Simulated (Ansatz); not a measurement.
Runs of Ansatz 0.2.0 on CdNiSe3. It takes space group Pm-3m (No. 221, cubic). The conventional cell has a = 4.767 Å, b = 4.767 Å, c = 4.767 Å, α = 90.00°, β = 90.00°, γ = 90.00°. Around Cd (site symmetry m-3m) lie 12 Se at 3.37 Å. Ni (site symmetry m-3m) is surrounded by 6 Se at 2.38 Å. Around Se (site symmetry 4/mmm) lie 2 Ni at 2.38 Å. The cell was built by a generator and needn't be a form met in nature.

```csv
level,gap on the mesh (eV),pressure (GPa),moment (μB),relaxed volume (Å³/atom)
PBEsol,none,0.0,0.00,(a)
RPBE,none,0.0,0.00,22.45
LDA,none,0.0,0.00,19.85
BLYP,none,0.0,0.00,23.46
revPBE,none,0.0,0.00,(b)
PBE,none,0.0,0.00,21.67
```

Alike in all rows: task relaxation of cell and atoms; potentials or basis Ansatz PAW; spin collinear, ferromagnetic start; cell relaxed; k mesh 5 × 5 × 5; cutoff (eV) 420; smearing fermi-dirac 0.05 eV.

Q: Fill in the values left out.

A: (a) 20.46; (b) 22.23.

Caveats: the plane-wave basis is chosen anew once the cell has moved, so the energies of steps on either side of that aren't comparable; the PAW data sets come from PBE, with cores solved anew for the run's functional, which leaves a small shift of forces and pressure (some runs); the potentials were made for another functional, which shifts forces and pressure (some runs).

A k mesh can miss the band edges, and the runs leave out spin-orbit coupling on Cd, Se.

A gap of «none» marks a metal or a gap under the smearing width.

Not every run made on this cell is shown here.
